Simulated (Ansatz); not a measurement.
# CH13GaSi2Sn2: how energies converge with the basis set

The task here is to estimate one member of a computed series from the others.

Program: Ansatz 0.2.0, Gaussian basis. Level of theory: one geometry, several basis sets. These are calculated values, not measurements.

Plan: PBE0-D4/def2-SVP; ωB97M-V/def2-SVP; PBE0-D4/def2-QZVPP; ωB97M-V/def2-QZVPP; the functionals' def2-TZVPP values are taken from earlier runs.

### Structure used throughout

The geometry comes from an earlier relaxation with PBE0-D4 in a triple-zeta def2 set; it is a stationary point, not always the lowest conformer. Sn takes the def2 core potential; no spin-orbit term is included.

SMILES `[SiH3][SiH2][CH2][SnH2][SnH2][GaH2]`, 19 atoms, charge 0, spin multiplicity 1.

Atoms are counted from 1 here; the program's logs count them from 0.

Bond lengths: Si1–Si2 2.353 Å, Si1–H7 1.522 Å, Si1–H8 1.488 Å, Si1–H9 1.487 Å, Si2–C3 1.858 Å, Si2–H10 1.491 Å, Si2–H11 1.487 Å, C3–Sn4 2.173 Å, C3–H12 1.092 Å, C3–H13 1.093 Å, Sn4–Sn5 2.790 Å, Sn4–H14 1.714 Å, Sn4–H15 1.713 Å, Sn5–Ga6 2.631 Å, Sn5–H16 1.716 Å, Sn5–H17 1.718 Å, Ga6–H18 1.571 Å, Ga6–H19 1.569 Å. Angles: Si2–Si1–H7 113.4°, Si2–Si1–H8 113.3°, Si2–Si1–H9 113.4°, H7–Si1–H8 101.6°, H7–Si1–H9 105.4°, H8–Si1–H9 108.9°, Si1–Si2–C3 109.0°, Si1–Si2–H10 106.8°, Si1–Si2–H11 108.4°, C3–Si2–H10 113.7°, C3–Si2–H11 110.8°, H10–Si2–H11 108.0°, Si2–C3–Sn4 112.3°, Si2–C3–H12 111.1°, Si2–C3–H13 110.4°, Sn4–C3–H12 107.4°, Sn4–C3–H13 107.5°, H12–C3–H13 107.9° and more.

Geometry (Å):

```
atom     x (Å)     y (Å)     z (Å)
 Si1  -1.80882  -0.58063   0.73205
 Si2   0.34934  -1.13605   1.48753
  C3   1.26778  -1.98896   0.11660
 Sn4   1.50199  -0.72045  -1.63167
 Sn5   0.34653   1.80619  -1.38176
 Ga6  -1.09107   2.46640   0.72100
  H7  -2.19840   0.86113   1.02473
  H8  -2.88762  -1.32989   1.43130
  H9  -1.98139  -0.74732  -0.73532
 H10   0.17502  -1.97832   2.70603
 H11   1.04337   0.11616   1.88857
 H12   0.74570  -2.89313  -0.20413
 H13   2.26771  -2.27777   0.44927
 H14   0.80684  -1.57595  -2.94414
 H15   3.18660  -0.59794  -1.91819
 H16  -0.54593   2.00240  -2.83457
 H17   1.67011   2.89395  -1.50721
 H18  -2.42553   3.25378   0.46006
 H19  -0.42223   2.42639   2.13986
```

The first run:

in.yaml

```yaml
crystal:
  periodic: [false, false, false]
  atoms:
    - {symbol: Si, position_ang: [-1.808822, -0.580627, 0.732052]}
    - {symbol: Si, position_ang: [0.349335, -1.136054, 1.487530]}
    - {symbol: C, position_ang: [1.267775, -1.988956, 0.116599]}
    - {symbol: Sn, position_ang: [1.501989, -0.720445, -1.631671]}
    - {symbol: Sn, position_ang: [0.346529, 1.806192, -1.381758]}
    - {symbol: Ga, position_ang: [-1.091068, 2.466403, 0.720996]}
    - {symbol: H, position_ang: [-2.198397, 0.861135, 1.024735]}
    - {symbol: H, position_ang: [-2.887617, -1.329892, 1.431300]}
    - {symbol: H, position_ang: [-1.981389, -0.747320, -0.735317]}
    - {symbol: H, position_ang: [0.175025, -1.978315, 2.706029]}
    - {symbol: H, position_ang: [1.043370, 0.116157, 1.888574]}
    - {symbol: H, position_ang: [0.745703, -2.893129, -0.204133]}
    - {symbol: H, position_ang: [2.267708, -2.277769, 0.449267]}
    - {symbol: H, position_ang: [0.806836, -1.575946, -2.944145]}
    - {symbol: H, position_ang: [3.186602, -0.597941, -1.918189]}
    - {symbol: H, position_ang: [-0.545930, 2.002397, -2.834572]}
    - {symbol: H, position_ang: [1.670112, 2.893953, -1.507208]}
    - {symbol: H, position_ang: [-2.425534, 3.253775, 0.460062]}
    - {symbol: H, position_ang: [-0.422226, 2.426392, 2.139858]}
basis:
  gaussian: {orbitals: def2-SVP}
hamiltonian: {xc: pbe0, dispersion: d4}
output: {orbitals: {seedname: orbitals}}
```

Command:

```console
$ ansatz run in.yaml --threads 4 --pin off --events-out ev --progress --plain --max-ram 66560MiB --backend cpu
```

Steps of the session up to this table: PBE0-D4 in def2-SVP; ωB97M-V in def2-SVP; PBE0-D4 in def2-QZVPP; ωB97M-V in def2-QZVPP.

One table of the session follows, with a row left open; its other results are not shown here.

It belongs to the step «Density functionals: the series». 

| functional | basis | HOMO (eV) | LUMO (eV) |
| --- | --- | --- | --- |
| PBE0-D4 | def2-SVP | -6.94 | -1.37 |
| PBE0-D4 | def2-TZVPP | -6.96 | -1.44 |
| PBE0-D4 | def2-QZVPP | ? | ? |
| ωB97M-V | def2-SVP | -8.79 | 0.39 |
| ωB97M-V | def2-TZVPP | -8.85 | 0.24 |
| ωB97M-V | def2-QZVPP | -8.84 | 0.13 |

Q: Estimate the row for PBE0-D4, def2-QZVPP from the others.

The run gave: HOMO (eV): -6.96; LUMO (eV): -1.46.
